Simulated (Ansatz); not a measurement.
# BrH₆NSi: search for a transition state

Is there a first-order saddle for this four-centre ligand exchange, which should form Si1–Br7, H2–H6 and break Si1–H2, H6–Br7, and which two structures does it connect?

Method: PBE0-D4, def2-SVP first, then def2-TZVP; program: Ansatz 0.2.0, Gaussian basis.

154 further runs of the same task are left out: 2 that didn't finish, 152 set aside as unsound or not needed. Runs told in other sessions of the task aren't counted.

## Step 1: The starting structure

The guess: 9 atoms, charge 0, spin multiplicity 1.

Atoms are counted from 1 here; the program's logs count them from 0.

Bond lengths: Si1–H3 1.442 Å, Si1–H4 1.443 Å, Si1–N5 1.709 Å, N5–H8 1.007 Å, N5–H9 1.007 Å. Angles: H3–Si1–H4 144.0°, H3–Si1–N5 103.2°, H4–Si1–N5 103.4°, Si1–N5–H8 124.0°, Si1–N5–H9 124.0°, H8–N5–H9 111.1°.

As a file:

```tsv
atom	x (Å)	y (Å)	z (Å)
Si1	-0.3497	-0.1280	0.0698
H2	1.5888	0.0737	0.4481
H3	-0.2885	-1.4997	-0.3714
H4	-0.8034	0.7384	1.1303
N5	-0.7871	0.7201	-1.3477
H6	1.7761	-0.4092	1.2313
Br7	0.5672	-1.5423	2.4890
H8	-1.0031	1.7029	-1.3720
H9	-0.7004	0.3443	-2.2775
```

Distances that are to change: Si1–Br7 2.95 Å, H2–H6 0.94 Å, Si1–H2 1.99 Å, H6–Br7 2.08 Å.

## Step 2: Relaxing the guess with the reacting distances held

Input file hold/in.yaml:

```yaml
crystal:
  periodic: [false, false, false]
  atoms:
    - {symbol: Si, position_ang: [-0.349700, -0.128000, 0.069800]}
    - {symbol: H, position_ang: [1.588800, 0.073700, 0.448100]}
    - {symbol: H, position_ang: [-0.288500, -1.499700, -0.371400]}
    - {symbol: H, position_ang: [-0.803400, 0.738400, 1.130300]}
    - {symbol: N, position_ang: [-0.787100, 0.720100, -1.347700]}
    - {symbol: H, position_ang: [1.776100, -0.409200, 1.231300]}
    - {symbol: Br, position_ang: [0.567200, -1.542300, 2.489000]}
    - {symbol: H, position_ang: [-1.003100, 1.702900, -1.372000]}
    - {symbol: H, position_ang: [-0.700400, 0.344300, -2.277500]}
basis:
  gaussian: {orbitals: def2-SVP}
hamiltonian: {xc: pbe0, dispersion: d4}
relax: {f_tol: 0.04, max_steps: 150, escape_saddle: false, constraints: [{distance: [0, 6]}, {distance: [1, 5]}, {distance: [0, 1]}, {distance: [5, 6]}]}
```

On the command line:

```sh
> ansatz run in.yaml --threads 4 --pin off --events-out ev --progress --plain --max-ram 9574MiB
```

After this run come: Force constants to start from; Saddle search in the small basis; Saddle search in triple zeta; Vibrations at the point found; Relaxing after a step of 0.30 Å one way along the mode; Relaxing after a step of 0.30 Å the other way along the mode.

Q: Predict the outcome of this session. Wanted: imaginary mode; barrier from the start side; barrier from the end side; energy of the step; pairs that change; zero-point energy at the saddle.

The runs gave:

| quantity | value |
| --- | --- |
| imaginary mode | 517i cm⁻¹ |
| barrier from the start side | 100.5 kJ/mol |
| barrier from the end side | 189.3 kJ/mol |
| energy of the step | -88.8 kJ/mol |
| pairs that change | Si1–Br7 formed, H2–H6 formed, Si1–H2 broken, H6–Br7 broken |
| zero-point energy at the saddle | 1.605 eV |

One imaginary mode, 517i cm⁻¹, makes this a first-order saddle. Going downhill both ways gives the intended start and end. At PBE0-D4/def2-TZVP the electronic barrier is 100.5 kJ/mol, about 41 kT at 298 K, and the step runs 88.8 kJ/mol downhill. A step off the saddle overshot and began above it in energy, so the link to its end is likely but not proven.
